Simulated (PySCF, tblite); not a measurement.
**C₅H₄FS radical: geometry, infrared bands and EPR parameters**

What infrared bands and EPR parameters should C₅H₄FS radical (`C=[C]C(=C=S)CF`) show?

The runs use tblite 0.8.0 and PySCF 2.14.0, with density-fitted response routines of our own; the level of theory stands in each step. All values are computed, except where a source is named. Atoms are numbered from 0 throughout.

## (1) The molecule as given

11 atoms, charge 0, multiplicity 2; geometry from: force field or distance geometry start.

Bonds of the start (Å): C0–C1 1.34, C1–C2 1.44, C2–C3 1.32, C3–S4 1.61, C2–C5 1.49, C5–F6 1.38, C0–H7 1.08, C0–H8 1.08, C5–H9 1.10, C5–H10 1.12.

## (2) Relaxing the molecule with GFN2-xTB

The job: settings as JSON, then the geometry in Å.

```
{"job": {"kind": "relax", "xc": "GFN2-xTB", "basis": "xTB"}, "charge": 0, "multiplicity": 2}
C      1.936800    -0.228800     0.448700
C      0.997800     0.509400     1.054300
C     -0.326100     0.463200     0.486100
C     -0.870700     1.601900     0.105500
S     -1.538100     2.994600    -0.361600
C     -1.113100    -0.789200     0.291600
F     -0.414600    -1.645500    -0.537100
H      2.955700    -0.250800     0.819000
H      1.727500    -0.823500    -0.428700
H     -2.102800    -0.548600    -0.115700
H     -1.246900    -1.280000     1.291900
```

Run with:

```sh
$ OMP_NUM_THREADS=1 python probes_run.py task.json out
```

This one command runs all jobs of the session in turn.

Output:

```text
step      E/eV     max force
  0    -558.74158    3.091
  1    -558.95962    1.921
  2    -559.05063    0.858
  3    -559.09967    0.700
  4    -559.15428    0.725
  5    -559.17596    0.728
  6    -559.21059    0.625
  7    -559.23726    0.552
  8    -559.27008    0.515
  9    -559.30066    0.474
 10    -559.33887    0.486
 11    -559.37616    0.449
 12    -559.40311    0.487
 13    -559.42086    0.489
 14    -559.44312    0.443
 15    -559.47196    0.443
 16    -559.49281    0.506
 17    -559.49305    0.654
 18    -559.51405    0.372
 19    -559.52332    0.271
 20    -559.53789    0.178
 21    -559.54143    0.252
 22    -559.54602    0.240
 23    -559.54904    0.161
 24    -559.55212    0.132
 25    -559.55502    0.142
 26    -559.55916    0.185
 27    -559.56363    0.167
 28    -559.56847    0.183
 29    -559.57330    0.207
 30    -559.57850    0.210
 31    -559.58290    0.205
 32    -559.58593    0.130
 33    -559.58781    0.093
 34    -559.58897    0.081
 35    -559.58979    0.143
 36    -559.59030    0.072
 37    -559.59061    0.049
 38    -559.59086    0.049
 39    -559.59120    0.049
 40    -559.59155    0.061
 41    -559.59198    0.084
 42    -559.59257    0.101
 43    -559.59351    0.107
 44    -559.59485    0.101
 45    -559.59633    0.091
 46    -559.59747    0.104
 47    -559.59837    0.110
 48    -559.59950    0.122
 49    -559.60111    0.203
 50    -559.60291    0.163
 51    -559.60084    0.608
 52    -559.60599    0.150
 53    -559.60751    0.139
 54    -559.61199    0.233
 55    -559.61407    0.215
 56    -559.61741    0.155
 57    -559.61842    0.086
 58    -559.61880    0.058
 59    -559.61937    0.094
 60    -559.61989    0.132
 61    -559.62038    0.082
 62    -559.62073    0.049
 63    -559.62112    0.064
 64    -559.62161    0.104
 65    -559.62209    0.117
 66    -559.62248    0.099
 67    -559.62291    0.072
 68    -559.62359    0.075
 69    -559.62478    0.112
 70    -559.62642    0.148
 71    -559.62781    0.125
 72    -559.62845    0.103
 73    -559.62863    0.036
 74    -559.62874    0.042
 75    -559.62884    0.037
 76    -559.62907    0.023
 77    -559.62914    0.022
 78    -559.62920    0.027
 79    -559.62923    0.026
 80    -559.62926    0.024
 81    -559.62930    0.016
 82    -559.62931    0.008
```

Run time: 0.37 s. Hardware: 1 thread of Arm Neoverse V2, shared host.

Step by step: (not every step is listed)

```
step  energy from step 0 (eV)  largest force (eV/Å)
   0                   0.0000                3.0909
   1                  -0.2180                1.9211
   2                  -0.3090                0.8583
   3                  -0.3581                0.7003
   4                  -0.4127                0.7249
   5                  -0.4344                0.7276
   6                  -0.4690                0.6252
   7                  -0.4957                0.5525
   8                  -0.5285                0.5147
  14                  -0.7015                0.4425
  20                  -0.7963                0.1783
  26                  -0.8176                0.1849
  32                  -0.8443                0.1304
  38                  -0.8493                0.0494
  44                  -0.8533                0.1011
  50                  -0.8613                0.1629
  56                  -0.8758                0.1550
  62                  -0.8791                0.0492
  68                  -0.8820                0.0750
  74                  -0.8872                0.0420
  77                  -0.8876                0.0222
  78                  -0.8876                0.0272
  79                  -0.8877                0.0265
  80                  -0.8877                0.0244
  81                  -0.8877                0.0162
  82                  -0.8877                0.0081
```

Distances of close pairs at the start and the end, largest changes first:

```
  bond  before (Å)  after (Å)  change (Å)
 C1–C2       1.441      1.343      -0.099
 C2–C3       1.318      1.371      +0.052
 C0–C1       1.339      1.290      -0.049
 C3–S4       1.613      1.564      -0.049
C5–H10       1.122      1.095      -0.027
 C2–C5       1.492      1.513      +0.022
 C5–F6       1.381      1.375      -0.006
 C0–H7       1.084      1.080      -0.004
```

The next job starts from the end point, and lists it.

## (3) Infrared spectrum with GFN2-xTB

The job: settings as JSON, then the geometry in Å.

```
{"job": {"kind": "ir", "xc": "GFN2-xTB", "basis": "xTB"}, "charge": 0, "multiplicity": 2}
C      2.166202    -0.030729     0.405791
C      0.884453     0.096745     0.470476
C     -0.434954     0.271125     0.291804
C     -0.879201     1.485931    -0.161973
S     -0.942142     3.048640    -0.165508
C     -1.397918    -0.891234     0.401498
F     -1.172941    -1.813477    -0.593189
H      2.779770    -0.060655     1.294003
H      2.694315    -0.135857    -0.533399
H     -2.432016    -0.551211     0.291858
H     -1.260145    -1.416608     1.352514
```

Output:

```text
mode    cm-1     km/mol
  1      21.3      4.89
  2      57.0      1.14
  3     116.4      2.37
  4     151.6     12.23
  5     234.5      2.05
  6     281.0      2.73
  7     370.7      4.23
  8     477.2      1.07
  9     488.8      2.48
 10     567.5     20.90
 11     715.0      4.45
 12     850.0     43.41
 13     909.9      7.55
 14     924.8      5.43
 15    1008.2    118.31
 16    1081.0     23.81
 17    1184.1      2.31
 18    1221.0     28.61
 19    1301.8     17.01
 20    1378.5     10.93
 21    1422.5      0.54
 22    1571.4    159.12
 23    1943.1    108.99
 24    2942.6     21.57
 25    2959.1     15.12
 26    3008.2     13.08
 27    3051.8      9.14
```

It took 0.23 s on 1 thread of Arm Neoverse V2, shared host.

The strongest bands and the atoms that carry them (share of the mass-weighted mode):

```
cm⁻¹  km/mol                       atoms
 568    20.9   C2 39 %, C3 20 %, C1 14 %
 850    43.4   H7 41 %, H8 36 %, C0 21 %
1008   118.3            C5 52 %, F6 37 %
1081    23.8            C2 39 %, C5 20 %
1221    28.6  H10 41 %, H9 26 %, C2 17 %
1571   159.1            C3 70 %, C2 22 %
1943   109.0            C1 66 %, C0 24 %
2943    21.6                    H10 93 %
```

## (4) EPR parameters: B3LYP/pcH-1

Same as in step 3 but for these lines:

```diff
@@ -1,2 +1,2 @@
-{"job": {"kind": "ir", "xc": "GFN2-xTB", "basis": "xTB"}, "charge": 0, "multiplicity": 2}
+{"job": {"kind": "epr", "basis": "pcH-1"}, "charge": 0, "multiplicity": 2}
 C      2.166202    -0.030729     0.405791
```

Method: UKS B3LYP, pcH-1 on C F H S, non-relativistic, mean-field spin-orbit, GIAO.

Output:

```text
UKS, coarse grid
  cycle   1  E = -690.79805793  |g| = 3.97e-01
  cycle   2  E = -690.72350818  |g| = 6.09e-01
  cycle   3  E = -690.84754212  |g| = 1.06e-01
  cycle   4  E = -690.85055223  |g| = 7.97e-02
  cycle   5  E = -690.85383616  |g| = 1.70e-02
  cycle   6  E = -690.85399198  |g| = 7.50e-03
  cycle   7  E = -690.85402743  |g| = 4.85e-03
  cycle   8  E = -690.85404808  |g| = 1.93e-03
  cycle   9  E = -690.85405405  |g| = 1.23e-03
  cycle  10  E = -690.85405576  |g| = 4.30e-04
UKS, final grid
  cycle   1  E = -690.85411346  |g| = 5.52e-04
  cycle   2  E = -690.85411315  |g| = 1.13e-03
  cycle   3  E = -690.85411381  |g| = 1.84e-04
  cycle   4  E = -690.85411386  |g| = 1.55e-04
  cycle   5  E = -690.85411395  |g| = 7.94e-05
  cycle   6  E = -690.85411395  |g| = 2.39e-05
E = -690.85411395 Eh   <S^2> = 0.7681 (exact 0.7500)
g shifts (ppm)      1          2          3
  rmc          -177       -177       -177
  gc             38         11         -0
  oz_so      -30887       -769       4520
  total      -31025       -935       4343
hyperfine (MHz)  atom isotope    a_iso     a_fc   dipolar eigenvalues
    0   13C     -13.54     -13.54     -3.86     -0.02      3.88
    1   13C      70.86      70.86    -31.51    -26.38     57.89
    2   13C      11.35      11.35    -19.98      6.95     13.02
    3   13C     157.55     157.55    -46.87    -41.54     88.41
    4   33S       6.49       6.49    -35.78    -26.07     61.84
    5   13C      20.42      20.42     -1.97     -1.22      3.19
    6   19F     -21.89     -21.89    -18.86      7.69     11.17
    7    1H      55.38      55.38     -3.35     -1.24      4.59
    8    1H      71.19      71.19     -2.76     -0.84      3.60
    9    1H      -1.21      -1.21     -3.44     -1.41      4.85
   10    1H      -0.47      -0.47     -2.33     -0.43      2.76
```

Wall time 46 s (1 thread of Arm Neoverse V2, shared host); peak memory 0.78 GiB.

Principal g values 1.97129, 2.00138, 2.00666; g(iso) = 1.99311, against 2.00232 for a free electron. They are not to be trusted: the run shows nearly degenerate orbitals, where second-order g theory doesn't apply.

Hyperfine couplings; where a row names several nuclei, a(iso) is their mean (it holds for fast rotation or exchange) and the dipolar term the largest among them:

```
 nuclei  isotope  a(iso) (MHz)  a(iso) (G, at g = 2.0023)  largest dipolar term (MHz)
     C3      13C         157.6                       56.2                        88.4
     H8       1H          71.2                       25.4                         3.6
     C1      13C          70.9                       25.3                        57.9
     H7       1H          55.4                       19.8                         4.6
     F6      19F         -21.9                       -7.8                       -18.9
     C5      13C          20.4                        7.3                         3.2
     C0      13C         -13.5                       -4.8                         3.9
     C2      13C          11.4                        4.1                       -20.0
     S4      33S           6.5                        2.3                        61.8
H9, H10       1H          -0.8                       -0.3                         4.9
```

Mulliken spin populations:

```
atom  value (e)
  C0      -0.04
  C1       0.36
  C2      -0.14
  C3       0.49
  S4       0.25
  C5       0.01
  F6       0.00
  H7       0.02
  H8       0.03
  H9       0.00
 H10       0.00
```

The fields below are evaluated on a grid from the run's orbitals.

ELF in a plane through or near 7 of the atoms.

Values, 10 rows by 14 columns:
```
0.00 0.00 0.00 0.00 0.00 0.00 0.00 0.00 0.00 0.00 0.00 0.00 0.00 0.00
0.00 0.00 0.00 0.00 0.00 0.00 0.00 0.00 0.00 0.00 0.00 0.00 0.00 0.00
0.00 0.00 0.00 0.00 0.00 0.00 0.00 0.00 0.00 0.00 0.00 0.00 0.00 0.00
0.00 0.00 0.00 0.04 0.19 0.32 0.03 0.01 0.09 0.08 0.01 0.00 0.00 0.00
0.00 0.00 0.20 0.76 0.67 0.81 0.58 0.06 0.58 0.31 0.86 0.72 0.01 0.00
0.00 0.00 0.10 0.53 0.66 0.89 0.53 0.26 0.66 0.23 0.96 0.91 0.00 0.00
0.00 0.00 0.01 0.15 0.49 0.22 0.05 0.63 0.40 0.45 0.04 0.00 0.00 0.00
0.00 0.00 0.00 0.00 0.00 0.05 0.64 0.62 0.44 0.65 0.20 0.00 0.00 0.00
0.00 0.00 0.00 0.00 0.00 0.10 0.69 0.87 0.86 0.74 0.16 0.00 0.00 0.00
0.00 0.00 0.00 0.00 0.00 0.00 0.02 0.08 0.08 0.04 0.00 0.00 0.00 0.00
```
The map spans 10.8 Å across and 11.5 Å up, centred on the molecule. Atoms in the plane (x, y in Å): C0 (-2.2, 0.3), C1 (-0.9, 0.0), C2 (0.4, -0.3), C3 (0.7, -1.6), S4 (0.6, -3.2), C5 (1.5, 0.8), H9 (2.5, 0.3).

On the surface of density 0.002 e/bohr³ the electrostatic potential runs, from the 1st to the 99th percentile, from -1.01 V near F6 to 1.17 V near H7.

The spin density lies nearest to C3 36 %; S4 24 %; C1 24 %; C2 7 % (beta excess).

## (5) What came out

| quantity | value |
| --- | --- |
| strongest single infrared mode (GFN2-xTB) | 1571 cm⁻¹, 159 km/mol |
| zero-point energy (GFN2-xTB) | 43.2 kcal/mol |
| g(iso) (B3LYP) | 1.99311 |
| ⟨S²⟩ | 0.768 (exact 0.75) |
| largest a(iso) (averaged by class) | 13C on C3, 157.6 MHz |
| potential on the surface of density 0.002 e/bohr³, 1st and 99th percentile | -1.01 V and 1.17 V |
| property runs in this session | 1, of which 0 failed and 1 gave unsound results |

In words: Relaxing lowered the energy by 0.888 eV in 82 steps; the close pair that moved most is C1–C2, from 1.441 to 1.343 Å. No mode is imaginary among the 27: a minimum at this level. The strongest single mode, at 1571 cm⁻¹, moves mainly C3. Unscaled tight-binding wavenumbers are off by several per cent, some by more. Its intensities can rank the bands wrongly. The largest spin populations lie on C3 (0.49 e), C1 (0.36 e). The isotropic g lies 9.2 ppt below the free-electron value. These values are not to be trusted: the run shows nearly degenerate orbitals, where second-order g theory doesn't apply. These values are for one conformer; the search (at its own cheap level) found 2 more, at 0.05, 0.14 kcal/mol, and measured spectra average over such forms.
